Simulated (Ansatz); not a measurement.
# GaP, space group F-43m: a phonon calculation by finite displacements

With Ansatz 0.2.0, Python API.

The script reads `gap.extxyz`:
```text
2
Lattice="0.0 2.72525 2.72525 2.72525 0.0 2.72525 2.72525 2.72525 0.0" Properties=species:S:1:pos:R:3 pbc="T T T"
Ga    0.00000000    0.00000000    0.00000000
P     1.36262500    1.36262500    1.36262500
```

At the Python prompt:
```pycon
>>> from pathlib import Path
>>> import ansatz as az
>>> import numpy as np
>>> xtal = az.Crystal.from_extxyz("gap.extxyz")
>>> base = (
...     xtal.calculation()
...     .occupations(az.OccupationsMethod.FIXED)
...     .functional(az.Functional.PBE)
...     .kpoints(6, 6, 6)
...     .phonons("fd", supercell=2, amplitude=0.02, temperatures=(0, 1000, 100))
... )
>>> result = base.run(runs_dir="out")
DeckWarning: basis.ecutwfc = 420 eV, auto-derived from the records' recommended cutoffs: set by Ga (normal level)
>>> folder = Path(result.output_folder) / "results"
>>> ph = result.phonons
>>> print("modes at Gamma (1/cm):", np.round(ph.gamma_omega_inv_cm, 1) + 0.0)
modes at Gamma (1/cm): [  0.   0.   0. 358. 358. 358.]
>>> print(f"{ph.n_members} displaced supercells, sum-rule residual {ph.asr_residual_pre_ev_ang2:.1e} eV/A^2")
2 displaced supercells, sum-rule residual 9.2e-05 eV/A^2
>>> sums = ph.harmonic_sums
>>> print(f"zero-point energy {1000 * sums.zero_point_energy_ev:.2f} meV per cell")
zero-point energy 91.31 meV per cell
>>> t, f_vib = np.asarray(sums.temperatures_k), np.asarray(sums.vibrational_free_energy_ev)
>>> for temperature, value in zip(t, f_vib):
...     print(f"T = {temperature:6.0f} K   F_vib = {1000 * value:9.2f} meV per cell")
...
T =      0 K   F_vib =     91.31 meV per cell
T =    100 K   F_vib =     84.94 meV per cell
T =    200 K   F_vib =     57.05 meV per cell
T =    300 K   F_vib =      9.68 meV per cell
T =    400 K   F_vib =    -52.85 meV per cell
T =    500 K   F_vib =   -127.43 meV per cell
T =    600 K   F_vib =   -211.89 meV per cell
T =    700 K   F_vib =   -304.69 meV per cell
T =    800 K   F_vib =   -404.72 meV per cell
T =    900 K   F_vib =   -511.09 meV per cell
T =   1000 K   F_vib =   -623.13 meV per cell
```

Reading the output:
- The cell isn't relaxed first, so the values belong to this volume.
- The k-point mesh is coarse, and energy and stress weren't tested for convergence.
- A negative frequency stands for an imaginary mode.
- No non-analytic term is added, so at the zone centre the longitudinal optical modes of a polar crystal aren't split off.
- The structure is a deposited one; some such entries were measured under pressure or heat, so a shift against it needn't be the functional's error alone.
- Warnings are shown shortened and without file and line.
- The structure is taken as given and the supercell is small; imaginary modes can come from an unrelaxed or unstable start.
- It ran for 49 s on 1 thread of Arm Neoverse V2, with other jobs on the host, peak memory 0.71 GiB.
